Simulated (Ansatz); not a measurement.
Working through a ranking of polymorphs by energy of 2 structures of MoPd

With Ansatz 0.2.0, Python API.

At the Python prompt:
```pycon
>>> from dataclasses import dataclass
>>> import ansatz as az
>>> import numpy as np
>>> import spglib
>>> @dataclass
... class RunConfig:
...     xc: str = "r2scan"
...     max_scf: int = 100
...     cutoff_ev: int = 550
...     kspacing: float = 0.26
...     occupations: str = "cold"
...     smearing_width: float = 0.1
...
>>> cfg = RunConfig()
>>> PHASES = {
...     "P-6m2": (
...         [[2.793896, 0.0, 0.0], [-1.396948, 2.419585, 0.0], [0.0, 0.0, 4.566371]],
...         [
...             ("Mo", [2 / 3, 1 / 3, 0.5]),
...             ("Pd", [1 / 3, 2 / 3, 0.0]),
...         ],
...     ),
...     "R-3m": (
...         [[1.387668, 0.80117, 4.644771], [-1.387668, 0.80117, 4.644771], [0.0, -1.602341, 4.644771]],
...         [
...             ("Mo", [0.0, 0.0, 0.0]),
...             ("Pd", [0.5, 0.5, 0.5]),
...         ],
...     ),
... }
>>> def build(vectors, sites):
...     crystal = az.Crystal(lattice=az.Lattice.of(vectors))
...     for symbol, position in sites:
...         crystal = crystal.atom(symbol, position)
...     return crystal
...
>>> def ground_state(name, crystal):
...     calc = (
...         crystal.calculation()
...         .functional(cfg.xc)
...         .eigensolver("davidson", mixed_precision=False)
...         .scf(max_iterations=cfg.max_scf)
...         .basis(cfg.cutoff_ev)
...         .kpoints(spacing=cfg.kspacing)
...         .occupations(cfg.occupations, width=cfg.smearing_width)
...         .stress()
...         .band_table()
...     )
...     calc = calc.relax(force_tolerance=0.03, max_steps=60, fix_cell=["shape"])
...     return calc.run(threads=1)
...
>>> def space_group(outcome):
...     sites = outcome.report["lattice"]["sites"]
...     kinds = sorted({site["symbol"] for site in sites})
...     cell = (outcome.lattice.cell_ang, [site["position_frac"] for site in sites], [kinds.index(site["symbol"]) for site in sites])
...     return spglib.get_spacegroup(cell, symprec=0.01)
...
>>> def volume_per_atom(outcome):
...     return abs(np.linalg.det(outcome.lattice.cell_ang)) / len(outcome.lattice.sites)
...
>>> def pressure_gpa(outcome):
...     return float(np.trace(outcome.report["stress_gpa"]) / 3)
...
>>> phases = {name: build(*cell) for name, cell in PHASES.items()}
>>> done = {}
>>> for name, crystal in phases.items():
...     try:
...         done[name] = ground_state(name, crystal)
...     except az.NonConvergedError as error:
...         print(name, "did not converge:", str(error)[:120])
...

>>> energy = {name: o.report["energy_sigma0_ev"] / len(o.lattice.sites) for name, o in done.items()}
>>> lowest = min(energy.values())
>>> rows = [(name, len(o.lattice.sites), 1000 * (energy[name] - lowest), space_group(o), volume_per_atom(o), pressure_gpa(o)) for name, o in done.items()]
>>> rows.sort(key=lambda row: row[2])
>>> print("     phase       atoms  dE (meV/atom)  space group  V (A^3/atom)     P (GPa)")
     phase       atoms  dE (meV/atom)  space group  V (A^3/atom)     P (GPa)
>>> for row in rows:
...     print(f"{str(row[0]):>10}  {row[1]:10d}  {row[2]:13.1f}  {str(row[3]):>11}  {row[4]:12.3f}  {row[5]:10.2f}")
...
     P-6m2           2            0.0  P-6m2 (187)        15.014        0.01
      R-3m           2           77.9   R-3m (166)        15.107        0.01
>>> print("lowest in energy:", rows[0][0])
lowest in energy: P-6m2
```

By space group at the end of each run: P-6m2 (+0 meV an atom, 15.0 Å³) and R-3m (+78 meV an atom, 15.1 Å³).

The settings weren't tested for convergence. For the metals among these phases the mesh is modest: differences between phases can be off by up to 40 meV an atom. Atoms and volume are relaxed with the cell's shape held, which in cells of lower than cubic symmetry can hide stresses and shift volumes. Pressure is positive in compression. The cells come from databases of deposited and of computed structures, and not all need be stable phases. The ranking holds among these structures alone, at zero temperature; the ground state may be another structure. Differences under about 40 meV an atom lie within the error of mesh and functional. Timing: 120 s on 1 thread of Arm Neoverse V2 (shared host), peak memory 0.59 GiB.

(Lines on the test bed's own set-up are left out of the output.)
